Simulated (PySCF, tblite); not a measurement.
# C5H9FO: geometry, infrared bands, NMR shifts, spin-spin couplings, electronic excitations and core binding energies

Aim: predict the infrared bands, NMR shifts, spin-spin couplings, electronic excitations and core binding energies of C5H9FO (`F[C@H]1CCCCO1`).

The runs use tblite 0.8.0 and PySCF 2.14.0, with density-fitted response routines of our own; the level of theory stands in each step. All values are computed, except where a source is named. Atoms count from 0, in the outputs and in this text.

**1. The starting structure**

16 atoms, charge 0, multiplicity 1; geometry from: force field or distance geometry start.

Bonds of the start (Å): F0–C1 1.38, C1–C2 1.52, C2–C3 1.52, C3–C4 1.48, C4–C5 1.49, C5–O6 1.38, O6–C1 1.39, C1–H7 1.11, C2–H8 1.09, C2–H9 1.11, C3–H10 1.11, C3–H11 1.12, C4–H12 1.11, C4–H13 1.11, C5–H14 1.12, C5–H15 1.12.

**2. Relaxing the molecule with GFN2-xTB**

The job: settings as JSON, then the geometry in Å.

```
{"job": {"kind": "relax", "xc": "GFN2-xTB", "basis": "xTB"}, "charge": 0, "multiplicity": 1}
F      1.072900     0.519600     1.499100
C      1.482800     0.063200     0.266900
C      0.703500    -1.214700    -0.009800
C     -0.712100    -0.868900     0.433000
C     -1.229300     0.310700    -0.305700
C     -0.223400     1.380900    -0.583600
O      1.082900     0.959200    -0.711400
H      2.577700    -0.110100     0.302100
H      1.111700    -2.099000     0.489700
H      0.695400    -1.317800    -1.113200
H     -1.341700    -1.775400     0.369300
H     -0.681400    -0.585100     1.519300
H     -1.739900    -0.045400    -1.220900
H     -2.003600     0.773800     0.343300
H     -0.511600     1.894000    -1.535000
H     -0.291400     2.123800     0.245300
```

Launch:

```sh
> OMP_NUM_THREADS=1 python probes_run.py task.json out
```

One launch serves the whole session: the jobs run in the order shown.

**Question.** This job is followed by: GFN2-xTB harmonic vibrations, gas phase; PBE0-D3(BJ)/def2-SVP geometry optimisation, gas phase; GIAO PBE0/pcSseg-1 NMR shielding, non-relativistic, gas phase; B3LYP/pcJ-1 indirect spin-spin coupling, non-relativistic, gas phase; TDDFT CAM-B3LYP/def2-SVPD, vertical, gas phase, core orbitals frozen in the response; GIAO wB97X-D/pcSseg-1 NMR shielding, non-relativistic, gas phase; delta-SCF UKS SCAN, pcX-2 on the ionised atom, pcseg-1 elsewhere, spin-free X2C. What will the session give for the following? strongest single infrared mode (GFN2-xTB); zero-point energy (GFN2-xTB); point group; rotational constants (main isotopes); 13C shifts against TMS (PBE0/pcSseg-1); 1H shifts against TMS (PBE0/pcSseg-1); 19F shifts against CFCl3 (PBE0/pcSseg-1); 17O shifts against H2O (PBE0/pcSseg-1); largest coupling of the table (B3LYP/pcJ-1); lowest singlet (CAM-B3LYP/def2-SVPD); brightest single state of those computed; lowest triplet; vertical ionisation energy (ΔSCF); C1s binding energies, SCAN/pcX-2; F1s binding energies, SCAN/pcX-2; O1s binding energies, SCAN/pcX-2; range of the shift of F0.

As calculated:

```
                                   quantity                                                     value
  strongest single infrared mode (GFN2-xTB)                                       896 cm⁻¹, 88 km/mol
               zero-point energy (GFN2-xTB)                                             84.9 kcal/mol
                                point group                                                        C1
       rotational constants (main isotopes)                                      3.79, 2.81, 2.10 GHz
     13C shifts against TMS (PBE0/pcSseg-1)                         107.1, 61.5, 31.9, 27.0, 19.3 ppm
      1H shifts against TMS (PBE0/pcSseg-1)  5.43, 3.97, 3.57, 1.83, 1.59, 1.59, 1.42, 1.38, 1.22 ppm
   19F shifts against CFCl3 (PBE0/pcSseg-1)                                                -159.8 ppm
     17O shifts against H2O (PBE0/pcSseg-1)                                                  87.3 ppm
largest coupling of the table (B3LYP/pcJ-1)                                  1J(F,C) F0–C1, -273.4 Hz
       lowest singlet (CAM-B3LYP/def2-SVPD)                               7.73 eV (160 nm), f = 0.001
   brightest single state of those computed                               state 2, 8.39 eV, f = 0.043
                             lowest triplet                                                   7.60 eV
          vertical ionisation energy (ΔSCF)                                                  10.19 eV
           C1s binding energies, SCAN/pcX-2  C1 294.21, C5 292.12, C2 290.85, C3 290.81, C4 290.79 eV
           F1s binding energies, SCAN/pcX-2                                              F0 692.09 eV
           O1s binding energies, SCAN/pcX-2                                              O6 538.62 eV
                   range of the shift of F0                                      -159.8 to -153.7 ppm
```

Over 44 steps the energy fell by 0.700 eV; of the close pairs, C5–O6 changed most, 1.379 to 1.425 Å (GFN2-xTB). No mode is imaginary among the 42: a minimum at this level. The strongest single mode, at 896 cm⁻¹, has its largest shares on C1, F0 and H10 (the list is cut at 3 atoms). Unscaled tight-binding wavenumbers are off by several per cent, some by more. Its intensities can rank the bands wrongly. Relaxing lowered the energy by 0.122 eV in 8 steps; the close pair that moved most is C2–C3, from 1.480 to 1.524 Å (PBE0/def2-SVP). No frequency check was run at this level, so the end point may be a saddle. The most deshielded hydrogen is H7 (hydrogen on an sp3 CH bonded to F and O), at 5.43 ppm: its carbon carries F and O, an electronegative neighbour. At PBE0/pcSseg-1: Shielding is most anisotropic at F0 (span 166 ppm, paramagnetic term -139 ppm). Of the pairs tabulated at B3LYP/pcJ-1, F0–C1 couples most strongly (-273.4 Hz; Fermi contact -295.6 Hz). Couplings across rotatable bonds belong to this one conformer; where others are populated, the observed values are averages. The first singlet state (HOMO→LUMO 0.91) lies at 7.73 eV and is weak; of the 10 states computed, the strongest absorption comes from state 2 at 8.39 eV. The lowest triplet lies 0.13 eV below the lowest singlet (triplets in Tamm-Dancoff, singlets in full TDDFT). The orbital energy would give 9.35 eV for ionisation, ΔSCF gives 10.19 eV. The C1s levels kept as sound span 3.42 eV, from C4 (sp3 CH2 in a ring) up to C1 (sp3 CH bonded to F and O). Across the 2 runs the shift of F0 moves most, between -159.8 (PBE0/pcSseg-1) and -153.7 ppm (wB97X-D/pcSseg-1).
